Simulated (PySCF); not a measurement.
# B2H8Tl (Tl(BH4)2+): the cost of one run

Computed with PySCF 2.14.0. Level: PBE0, Tl def2-SVP with ECP60, B def2-SVP, H def2-SVP; scalar-relativistic core potentials, no spin–orbit coupling.

1 further run of the same task is left out (for a known fault of the program).

## 1. Starting geometry

11 atoms, charge 1, spin multiplicity 1.

Bond lengths: Tl1–B2 2.248 Å, Tl1–B7 2.248 Å, B2–H3 1.345 Å, B2–H4 1.205 Å, B2–H5 1.346 Å, B2–H6 1.204 Å, B7–H8 1.345 Å, B7–H9 1.205 Å, B7–H10 1.346 Å, B7–H11 1.204 Å. Angles: B2–Tl1–B7 170.4°, Tl1–B2–H3 125.6°, Tl1–B2–H4 106.4°, Tl1–B2–H5 87.0°, Tl1–B2–H6 107.2°, H3–B2–H4 96.6°, H3–B2–H5 38.6°, H3–B2–H6 99.2°, H4–B2–H5 113.5°, H4–B2–H6 123.3°, H5–B2–H6 112.6°, Tl1–B7–H8 125.6°, Tl1–B7–H9 106.4°, Tl1–B7–H10 87.0°, Tl1–B7–H11 107.2°, H8–B7–H9 96.6°, H8–B7–H10 38.6°, H8–B7–H11 99.2° and more.

Coordinates:

| atom | x (Å) | y (Å) | z (Å) |
| --- | --- | --- | --- |
| Tl1 | 0.00000 | -0.00002 | -0.01287 |
| B2 | 2.23089 | 0.20491 | 0.17431 |
| H3 | 3.14292 | -0.56402 | -0.44787 |
| H4 | 2.50987 | -0.13083 | 1.29795 |
| H5 | 2.32755 | -0.79349 | -0.72256 |
| H6 | 2.53146 | 1.27479 | -0.28998 |
| B7 | -2.23089 | -0.20431 | 0.17499 |
| H8 | -3.14292 | 0.56249 | -0.44982 |
| H9 | -2.50988 | 0.13526 | 1.29748 |
| H10 | -2.32754 | 0.79102 | -0.72528 |
| H11 | -2.53146 | -1.27577 | -0.28565 |

Formal oxidation states: Tl +3. An earlier session relaxed this geometry at PBE0, Tl def2-SVP with ECP60, B def2-SVP, H def2-SVP (singlet, point group C2).

Its energy there is -226.537889 Eh.

## 2. One electron removed, multiplicity 2

run.py (the lines that set the calculation) reads:

```python
mol = gto.M(atom='''
Tl     0.00000    -0.00002    -0.01287
B      2.23089     0.20491     0.17431
H      3.14292    -0.56402    -0.44787
H      2.50987    -0.13083     1.29795
H      2.32755    -0.79349    -0.72256
H      2.53146     1.27479    -0.28998
B     -2.23089    -0.20431     0.17499
H     -3.14292     0.56249    -0.44982
H     -2.50988     0.13526     1.29748
H     -2.32754     0.79102    -0.72528
H     -2.53146    -1.27577    -0.28565''',
    basis={'Tl': 'def2-SVP', 'B': 'def2-SVP', 'H': 'def2-SVP'},
    ecp={'Tl': 'def2-SVP'},
    charge=2, spin=1)
mf = dft.UKS(mol, xc='PBE0')
mf.grids.atom_grid = (50, 194)
mf = mf.density_fit()  # fitting sets: Tl def2-universal-JKFIT, B def2-universal-JKFIT, H def2-universal-JKFIT
mf.conv_tol = 1e-08; mf.max_cycle = 55
mf.kernel(dm0)  # dm0: the density of the relaxed state
```

The run is started by

```console
$ OMP_NUM_THREADS=2 python run.py
```

**Question.** How long does this run take on 2 threads of Arm Neoverse V2, shared host?

About 3.3 s.
